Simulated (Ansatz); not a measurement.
# C2H5FSeSi: one species, many methods

Aim: compute C2H5FSeSi with functionals from several rungs and with coupled cluster. The yardstick is the atomisation energy at the CCSD(T) limit.

Computed with Ansatz 0.2.0, Gaussian basis. Level: functionals in def2-TZVPP, the program's frozen cores in correlated methods.

The runs, in order: PBE-D4, r2SCAN-D4, PBE0-D4, B3LYP-D4, ωB97X-V, ωB97M-V, B2PLYP; CCSD(T)/def2-TZVPP; MP2/def2-QZVPP; extrapolation to the limit.

### Step 1. Structure used throughout

The geometry comes from an earlier relaxation with PBE0-D4 in a triple-zeta def2 set; it is a stationary point, not always the lowest conformer.

SMILES `CC1(F)[SiH2][Se]1`, 10 atoms, charge 0, spin multiplicity 1.

Atoms are counted from 1 here; the program's logs count them from 0.

Bond lengths: C1–C2 1.496 Å, C1–H6 1.093 Å, C1–H7 1.094 Å, C1–H8 1.090 Å, C2–F3 1.370 Å, C2–Si4 1.861 Å, C2–Se5 2.034 Å, Si4–Se5 2.229 Å, Si4–H9 1.482 Å, Si4–H10 1.479 Å. Angles: C2–C1–H6 110.8°, C2–C1–H7 109.3°, C2–C1–H8 110.7°, H6–C1–H7 108.5°, H6–C1–H8 108.7°, H7–C1–H8 108.9°, C1–C2–F3 110.3°, C1–C2–Si4 126.1°, C1–C2–Se5 115.2°, F3–C2–Si4 116.7°, F3–C2–Se5 111.9°, Si4–C2–Se5 69.7°, C2–Si4–Se5 58.8°, C2–Si4–H9 119.0°, C2–Si4–H10 117.7°, Se5–Si4–H9 118.8°, Se5–Si4–H10 119.0°, H9–Si4–H10 113.3° and more.

### Step 2. PBE-D4 (GGA)

Input file in.yaml:

```yaml
crystal:
  periodic: [false, false, false]
  atoms:
    - {symbol: C, position_ang: [1.004702, 0.410152, 0.893043]}
    - {symbol: C, position_ang: [0.345633, 0.046979, -0.399632]}
    - {symbol: F, position_ang: [1.280325, -0.374826, -1.307546]}
    - {symbol: Si, position_ang: [-1.379563, -0.621226, -0.602022]}
    - {symbol: Se, position_ang: [-0.877642, 1.472825, -1.178354]}
    - {symbol: H, position_ang: [1.729243, 1.214819, 0.745868]}
    - {symbol: H, position_ang: [1.531947, -0.463287, 1.287929]}
    - {symbol: H, position_ang: [0.265409, 0.735610, 1.624509]}
    - {symbol: H, position_ang: [-2.207333, -0.850521, 0.605500]}
    - {symbol: H, position_ang: [-1.609518, -1.621724, -1.666495]}
basis:
  gaussian: {orbitals: def2-TZVPP}
hamiltonian: {xc: pbe, dispersion: d4}
output: {forces: true, orbitals: {seedname: orbitals}}
```

The run is started by

```sh
$ ansatz run in.yaml --threads 4 --pin off --events-out ev --progress --plain --max-ram 10444MiB
```

The runs that follow: r2SCAN-D4 (meta-GGA); PBE0-D4 (hybrid); B3LYP-D4 (hybrid); ωB97X-V (range-separated); ωB97M-V (range-separated); B2PLYP (double hybrid); CCSD(T) in def2-TZVPP; MP2 in def2-QZVPP.

**Question.** What will the summary of the whole plan be? Wanted: atomisation energy, CCSD(T)/CBS; farthest; mean size of error, hybrid; mean size of error, range-separated; gap, smallest and largest; T1 diagnostic; triples share of the correlation energy.

The runs gave:

```
                               quantity                                           value
        atomisation energy, CCSD(T)/CBS                                  845.6 kcal/mol
functionals within 8.5 kcal/mol (1.0 %)  r2SCAN-D4, PBE0-D4, B3LYP-D4, ωB97X-V, ωB97M-V
                               farthest                         PBE-D4 (+20.1 kcal/mol)
             mean size of error, hybrid                                    3.5 kcal/mol
    mean size of error, range-separated                                    1.7 kcal/mol
              gap, smallest and largest            4.21 eV (PBE-D4), 10.41 eV (ωB97X-V)
                          T1 diagnostic                                          0.0119
triples share of the correlation energy                                           3.9 %
```

**Reading.** PBE-D4 misses by +20.1 kcal/mol. Double hybrids carry the basis error of their MP2 part in triple zeta, and no dispersion term here, so their miss is partly the set-up's. Misses under about 8.5 kcal/mol are within the doubt on the reference itself, which lacks core-valence correlation, relativity and higher excitations, and its outer-core shells are covered unevenly. All levels share the lack of spin-orbit coupling, which lowers the free heavy atoms and so the true binding. Hartree-Fock recovers 71 % of the binding; the rest is correlation. The gap grows from 4.2 to 10.4 eV across the functionals, mostly with the share of exact exchange. Correlated methods include outer-core shells of Se, which these sets cover unevenly.
